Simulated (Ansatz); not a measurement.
**CH₆BFSi₂: one species, many methods**

One table from this session's results is given with a row withheld; the runs are named, their logs left out.

Program: Ansatz 0.2.0, Gaussian basis. Level of theory: functionals in def2-TZVPP, the program's frozen cores in correlated methods. These are calculated values, not measurements.

Plan: PBE-D4, r2SCAN-D4, PBE0-D4, B3LYP-D4, ωB97X-V, ωB97M-V, B2PLYP; CCSD(T)/def2-TZVPP; MP2/def2-QZVPP; extrapolation to the limit.

**The relaxed structure**

The geometry comes from an earlier relaxation with PBE0-D4 in a triple-zeta def2 set; it is a stationary point, not always the lowest conformer.

11 atoms, charge 0, spin multiplicity 1.

Atoms are counted from 1 here; the program's logs count them from 0.

Bond lengths: C1–Si2 1.851 Å, C1–H6 1.094 Å, C1–H7 1.094 Å, C1–H8 1.089 Å, Si2–F3 1.599 Å, Si2–B4 1.863 Å, B4–Si5 1.854 Å, B4–H9 1.190 Å, Si5–H10 1.488 Å, Si5–H11 1.486 Å. Angles: Si2–C1–H6 109.6°, Si2–C1–H7 109.5°, Si2–C1–H8 112.0°, H6–C1–H7 107.4°, H6–C1–H8 109.1°, H7–C1–H8 109.1°, C1–Si2–F3 104.5°, C1–Si2–B4 132.4°, F3–Si2–B4 123.0°, Si2–B4–Si5 106.3°, Si2–B4–H9 126.4°, Si5–B4–H9 127.3°, B4–Si5–H10 127.7°, B4–Si5–H11 124.0°, H10–Si5–H11 108.3°.

Set-up of the first run:

in.yaml reads:

```yaml
crystal:
  periodic: [false, false, false]
  atoms:
    - {symbol: C, position_ang: [-0.318710, -1.747731, 0.034292]}
    - {symbol: Si, position_ang: [0.087455, -0.273329, 1.077157]}
    - {symbol: F, position_ang: [0.176453, -0.847885, 2.566227]}
    - {symbol: B, position_ang: [0.363343, 1.521935, 0.662697]}
    - {symbol: Si, position_ang: [0.175585, 1.666845, -1.176338]}
    - {symbol: H, position_ang: [0.461705, -2.504953, 0.150196]}
    - {symbol: H, position_ang: [-1.257932, -2.190816, 0.377037]}
    - {symbol: H, position_ang: [-0.410560, -1.489231, -1.019652]}
    - {symbol: H, position_ang: [0.622419, 2.392175, 1.431335]}
    - {symbol: H, position_ang: [0.313398, 2.890635, -2.010956]}
    - {symbol: H, position_ang: [-0.147755, 0.525455, -2.071395]}
basis:
  gaussian: {orbitals: def2-TZVPP}
hamiltonian: {xc: pbe, dispersion: d4}
output: {forces: true, orbitals: {seedname: orbitals}}
```

Run with:

```sh
$ ansatz run in.yaml --threads 4 --pin off --events-out ev --progress --plain --max-ram 10444MiB
```

Steps of the session up to this table: PBE-D4 (GGA); r2SCAN-D4 (meta-GGA); PBE0-D4 (hybrid); B3LYP-D4 (hybrid); ωB97X-V (range-separated); ωB97M-V (range-separated); B2PLYP (double hybrid); CCSD(T) in def2-TZVPP; MP2 in def2-QZVPP.

One table of the session follows, with a row left open; its other results are not shown here.

It belongs to the step «Atomisation energies». 

```
            method  atomisation energy (kJ/mol)
            PBE-D4                       3897.9
         r2SCAN-D4                       3871.4
           PBE0-D4                       3841.4
          B3LYP-D4                       3841.0
           ωB97X-V                       3841.8
           ωB97M-V                       3844.9
            B2PLYP                            ?
     HF/def2-TZVPP                       2859.8
    MP2/def2-TZVPP                       3790.6
   CCSD/def2-TZVPP                       3675.0
CCSD(T)/def2-TZVPP                       3735.7
           MP2/CBS                       3885.1
       CCSD(T)/CBS                       3830.2
```

Estimate the missing values for B2PLYP.

As computed: atomisation energy (kJ/mol): 3794.3. In the column «atomisation energy (kJ/mol)» it lies between MP2/def2-TZVPP (3790.6) and CCSD(T)/CBS (3830.2).
